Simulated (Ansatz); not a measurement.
**GeAsH3+ (doublet): from Hartree-Fock to the top rungs, cc-pVDZ**

Aim: climb from Hartree-Fock through coupled cluster for GeAsH3+ (doublet) at one geometry and basis, and see what each rung misses.

Program: Ansatz 0.2.0, Gaussian basis. Level of theory: cc-pVDZ, core rule «outside noble gas», up to 28 orbitals frozen. These are calculated values, not measurements.

To be run: UHF; CCSD(T) on ROHF; CCSD(T) on UHF; BCCD(T) on ROHF; CISD; CCSDT(Q) on ROHF; CCSDT(Q) on UHF.

24 further runs of the same task are left out: 11 that didn't finish, 13 set aside as unsound or not needed.

### 1 The system

The geometry is a PBE0/def2-TZVP stationary point (not a proven minimum) of the parent state, kept for this charge and spin. No spin-orbit coupling is included. The filled d shell of Ge, As may be among the frozen orbitals whatever the setting's name suggests; the logs give the count.

5 atoms, charge 1, spin multiplicity 2.

Atoms are counted from 1 here; the program's logs count them from 0.

Bond lengths: Ge1–As2 2.414 Å, Ge1–H3 1.557 Å, As2–H4 1.522 Å, As2–H5 1.522 Å. Angles: As2–Ge1–H3 114.2°, Ge1–As2–H4 97.6°, Ge1–As2–H5 97.6°, H4–As2–H5 92.8°.

Geometry (Å):

```xyz
5
AsGeH3
Ge    0.00000    0.06463    1.23015
As    0.00000   -0.07042   -1.18017
H     0.00000   -1.31777    1.94608
H     1.10175    0.94713   -1.43821
H    -1.10175    0.94713   -1.43821
```

### 2 UHF

in.yaml reads:

```yaml
crystal:
  periodic: [false, false, false]
  atoms:
    - {symbol: Ge, position_ang: [0.000000, 0.064628, 1.230152]}
    - {symbol: As, position_ang: [0.000000, -0.070415, -1.180173]}
    - {symbol: H, position_ang: [0.000000, -1.317769, 1.946080]}
    - {symbol: H, position_ang: [1.101747, 0.947133, -1.438211]}
    - {symbol: H, position_ang: [-1.101747, 0.947133, -1.438211]}
basis:
  gaussian: {orbitals: cc-pVDZ}
total_charge: 1
magnetization: {spin_polarized: true, initial_magnetization: 1}
hamiltonian: {xc: hf}
output: {orbitals: {seedname: orbitals}}
```

On the command line:

```sh
> ansatz run in.yaml --threads 1 --pin off --events-out ev --progress --plain --max-ram 2393MiB
```

After this run come: CCSD(T) on ROHF; CCSD(T) on UHF; BCCD(T) on ROHF; CISD; CCSDT(Q) on ROHF; CCSDT(Q) on UHF.

Q: Predict the results of all the runs planned. Wanted: UCCSDT(Q) below the RHF energy; RMP2 from UCCSDT(Q); UMP2 from UCCSDT(Q); RCCSD from UCCSDT(Q); RCCSD(T) from UCCSDT(Q); UCCSD(T) from UCCSDT(Q); RCCSDT(Q) from UCCSDT(Q); T1 diagnostic.

The runs gave:

```
                         quantity                      value
   UCCSDT(Q) below the RHF energy                 -5.9809 eV
              RMP2 from UCCSDT(Q)                +1308.2 meV
              UMP2 from UCCSDT(Q)                +1308.5 meV
             RCCSD from UCCSDT(Q)                 +227.0 meV
          RCCSD(T) from UCCSDT(Q)                  +48.1 meV
          UCCSD(T) from UCCSDT(Q)                  +45.2 meV
         RCCSDT(Q) from UCCSDT(Q)                   +3.4 meV
levels within 1 kcal/mol (43 meV)  RCCSDT, UCCSDT, RCCSDT(Q)
                    T1 diagnostic                      0.039
```

**Reading.** RCCSD(T) lands +48.1 meV from the yardstick (0.8 % of the correlation energy). These misses are within one basis, not against nature; the frozen cores of restricted and unrestricted runs differ, which can shift their rows.
